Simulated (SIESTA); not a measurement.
Runs of SIESTA 5.4.2 on HfMoC2. The structure is tetragonal, space group P4/mmm (No. 123). Conventional cell: a = 3.191 Å, b = 3.191 Å, c = 4.485 Å, α = 90.00°, β = 90.00°, γ = 90.00°. Hf (site symmetry 4/mmm) is surrounded by 6 C at 2.24 to 2.26 Å. Mo (site symmetry 4/mmm) is surrounded by 6 C at 2.24 to 2.26 Å. C (site symmetry 4/mmm) is surrounded by 2 Mo at 2.24 Å and 4 Hf at 2.26 Å. C (site symmetry 4/mmm) has 2 Hf at 2.24 Å and 4 Mo at 2.26 Å as nearest neighbours. The cell comes from a database or a generator and needn't be the stable form of this composition.

```tsv
task	level	potentials or basis	cell	gap on the mesh (eV)	pressure (GPa)	V0 of scaled cells (Å³/atom)	B0 (GPa)
single point	PBE	PseudoDojo 0.4 standard (PBE files), DZP (energy shift 0.003 Ry; two zetas on semicore shells)	atoms moved at random, drawn with an rms of 0.05 Å	none	3.6	-	-
band structure	PBE	PseudoDojo 0.4 standard (PBE files), DZP (energy shift 0.003 Ry; two zetas on semicore shells)	as given	none	3.1	-	-
equation of state	LDA	PseudoDojo 0.4 standard (LDA files), DZP (energy shift 0.003 Ry; two zetas on semicore shells)	as given	-	-	11.00	303
single point	PBE	PseudoDojo 0.4 standard (PBE files), DZP (energy shift 0.003 Ry; two zetas on semicore shells)	as given	none	3.1	-	-
equation of state	PBE	PseudoDojo 0.4 standard (PBE files), DZP (energy shift 0.003 Ry; two zetas on semicore shells)	as given	-	-	11.55	(a)
```

Alike in all rows: no spin polarisation; k mesh 8 × 8 × 6; smearing fermi-dirac 0.05 eV; grid cutoff 800 Ry; energy shift 0.003 Ry.

Task: Estimate the missing entries.

Result: (a) 270.

Caveats: short orbitals over semicore shells can move pressures by several GPa; the basis of atomic orbitals isn't converged, which shifts pressures, moduli and gaps; the cell was scaled at fixed shape and fractional positions, which overstates the stiffness of a crystal with free parameters, most of all of layers and chains (some runs); spin-orbit coupling is left out, which moves the levels of the heavy elements (some runs).

A k mesh can miss the band edges, and the runs leave out spin-orbit coupling on Hf, Mo.

A gap of «none» marks a metal or a gap under the smearing width.
